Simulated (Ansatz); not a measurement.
C2H8B2, SMILES CBBC, vertical spin-state energies

Computed with Ansatz's Python interface.

Run as a notebook:

```python
import ansatz as az
from ase import Atoms
```

```python
atoms = Atoms(["C", "B", "B", "C", "H", "H", "H", "H", "H", "H", "H", "H"], positions=[
    (-1.1914, 1.0288, -0.5022),
    (-1.0011, 0.0823, 0.7049),
    (0.3638, -0.8124, 0.8043),
    (1.6038, -0.7021, -0.2942),
    (-1.228, 0.4954, -1.483),
    (-2.224, 1.5886, -0.3989),
    (-0.4136, 1.8451, -0.5321),
    (-1.7799, 0.0013, 1.5424),
    (0.5466, -1.5218, 1.7816),
    (1.1179, -1.0092, -1.2527),
    (1.8952, 0.3302, -0.3258),
    (2.3877, -1.3816, -0.0103),
])
geometry = az.Crystal.molecule_from_ase(atoms)
```

```python
base = (
    geometry.calculation()
    .basis(gaussian="cc-pVDZ")
    .functional("cam_b3lyp")
    .accuracy("high")
)
found = {}
for unpaired in [0, 2]:
    rep = base.spin("collinear", total=unpaired).run(threads=1).report
    s = unpaired / 2
    found[unpaired] = rep["free_energy_ev"]
    print(f"2S+1 = {unpaired + 1}: E = {found[unpaired]:.5f} eV, <S^2> = {abs(rep['mean_field']['state']['spin_squared']):.3f} (pure state {s * (s + 1):.2f})")
lowest = min(found, key=found.get)
for unpaired, e in found.items():
    print(f"multiplicity {unpaired + 1}: {(e - found[lowest]):.3f} eV above the lowest")
```

    2S+1 = 1: E = -3552.68879 eV, <S^2> = 0.000 (pure state 0.00)
    2S+1 = 3: E = -3550.45406 eV, <S^2> = 2.003 (pure state 2.00)
    multiplicity 1: 0.000 eV above the lowest
    multiplicity 3: 2.235 eV above the lowest

In order: multiplicity 1 (+0.00 eV) and multiplicity 3 (+2.23 eV), all at the one geometry.

Caveats:
- These settings explore the input space; basis and method may be short of convergence.
- The geometry is a force-field or estimated start, not a minimum of this method, and the basis set is short of its limit. All parts are taken at fixed geometry, without zero-point energy.
- It ran for 42 s on 1 thread of Arm Neoverse V1 (shared host), peak memory 0.58 GiB.

(Lines on the test bed's own set-up are left out of the output.)
